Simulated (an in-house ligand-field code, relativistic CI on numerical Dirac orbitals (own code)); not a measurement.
# d3 in a ligand field: terms for several parameter sets

Which terms of d3 lie lowest for given Racah parameters and ligand field?

The numbers are computed with an in-house ligand-field code version 1 (parametric ligand-field model of a d^n configuration (Racah B and C, spin-orbit zeta, crystal field), exact diagonalisation), except any that are marked as measured or tabulated.

## Step 1: What is computed

```
shell        : d3
set 1 (cm⁻¹) : B = 1010, C = 4600, D4h, 10Dq = 9950, Ds = 3000, Dt = -200
set 2 (cm⁻¹) : B = 590, C = 2950, Oh, 10Dq = 40100
set 3 (cm⁻¹) : B = 820, C = 3920, Td, 10Dq = -1450
set 4 (cm⁻¹) : B = 840, C = 2990, D4h, 10Dq = 29100, Ds = 3000, Dt = 30
set 5 (cm⁻¹) : B = 740, C = 3700, D3d, 10Dq = 33150, Dsigma = -1200, Dtau = 110
set 6 (cm⁻¹) : B = 690, C = 2550, D3d, 10Dq = 20050, Dsigma = -1040, Dtau = -60
set 7 (cm⁻¹) : B = 1090, C = 5020, Oh, 10Dq = 31850
set 8 (cm⁻¹) : B = 510, C = 2180, D4h, 10Dq = 21000, Ds = 3000, Dt = 200
```

## Step 2: Set 1

The run's settings:

```ini
n = 3
racah_B = 1010  # cm-1
racah_C = 4600  # cm-1
zeta = 0  # cm-1
symmetry = D4h
field = {"10Dq": 9950, "Ds": 3000, "Dt": -200}  # cm-1
```

## Step 3: Set 2

The run's settings:

```ini
n = 3
racah_B = 590  # cm-1
racah_C = 2950  # cm-1
zeta = 0  # cm-1
symmetry = Oh
field = {"10Dq": 40100}  # cm-1
```

## Step 4: Set 3

The run's settings:

```ini
n = 3
racah_B = 820  # cm-1
racah_C = 3920  # cm-1
zeta = 0  # cm-1
symmetry = Td
field = {"10Dq": -1450}  # cm-1
```

## Step 5: Set 4

The run's settings:

```ini
n = 3
racah_B = 840  # cm-1
racah_C = 2990  # cm-1
zeta = 0  # cm-1
symmetry = D4h
field = {"10Dq": 29100, "Ds": 3000, "Dt": 30}  # cm-1
```

## Step 6: Set 5

The run's settings:

```ini
n = 3
racah_B = 740  # cm-1
racah_C = 3700  # cm-1
zeta = 0  # cm-1
symmetry = D3d
field = {"10Dq": 33150, "Dsigma": -1200, "Dtau": 110}  # cm-1
```

## Step 7: Set 6

The run's settings:

```ini
n = 3
racah_B = 690  # cm-1
racah_C = 2550  # cm-1
zeta = 0  # cm-1
symmetry = D3d
field = {"10Dq": 20050, "Dsigma": -1040, "Dtau": -60}  # cm-1
```

## Step 8: Set 7

The run's settings:

```ini
n = 3
racah_B = 1090  # cm-1
racah_C = 5020  # cm-1
zeta = 0  # cm-1
symmetry = Oh
field = {"10Dq": 31850}  # cm-1
```

## Step 9: Set 8

The run's settings:

```ini
n = 3
racah_B = 510  # cm-1
racah_C = 2180  # cm-1
zeta = 0  # cm-1
symmetry = D4h
field = {"10Dq": 21000, "Ds": 3000, "Dt": 200}  # cm-1
```

(Steps that only read results are left out.)

Before running it: what results should come out? Wanted: lowest terms; sets at their largest spin, of those that allow S over 1.

As calculated:

| set | 10Dq/B (size) | lowest | S | electrons in z² and x²-y² | first level of the same spin (cm⁻¹) |
| --- | --- | --- | --- | --- | --- |
| 1: D4h | 9.9 | 4B1 | 1.50 | 0.00 | 4A2 9437 |
| 2: Oh | 68.0 | 4A2 | 1.50 | 0.00 | 4T2 40100 |
| 3: Td | 1.8 | 4T1 | 1.50 | 1.83 | 4T2 1185 |
| 4: D4h | 34.6 | 4B1 | 1.50 | 0.00 | 4A2 26393 |
| 5: D3d | 44.8 | 4A2 | 1.50 | 0.00 | 4E 33030 |
| 6: D3d | 29.1 | 4A2 | 1.50 | 0.00 | 4E 18991 |
| 7: Oh | 29.2 | 4A2 | 1.50 | 0.00 | 4T2 31850 |
| 8: D4h | 41.2 | 4B1 | 1.50 | 0.00 | 4A2 13834 |

| quantity | value |
| --- | --- |
| lowest terms | 1: 4B1, 2: 4A2, 3: 4T1, 4: 4B1, 5: 4A2, 6: 4A2, 7: 4A2, 8: 4B1 |
| sets at their largest spin, of those that allow S over 1 | 1, 2, 3, 4, 5, 6, 7, 8 |

8 of 8 sets have the highest spin that their shell allows, S = 3/2. A negative 10Dq stands for a tetrahedral field. B, C and the field are free parameters here, not those of a compound.
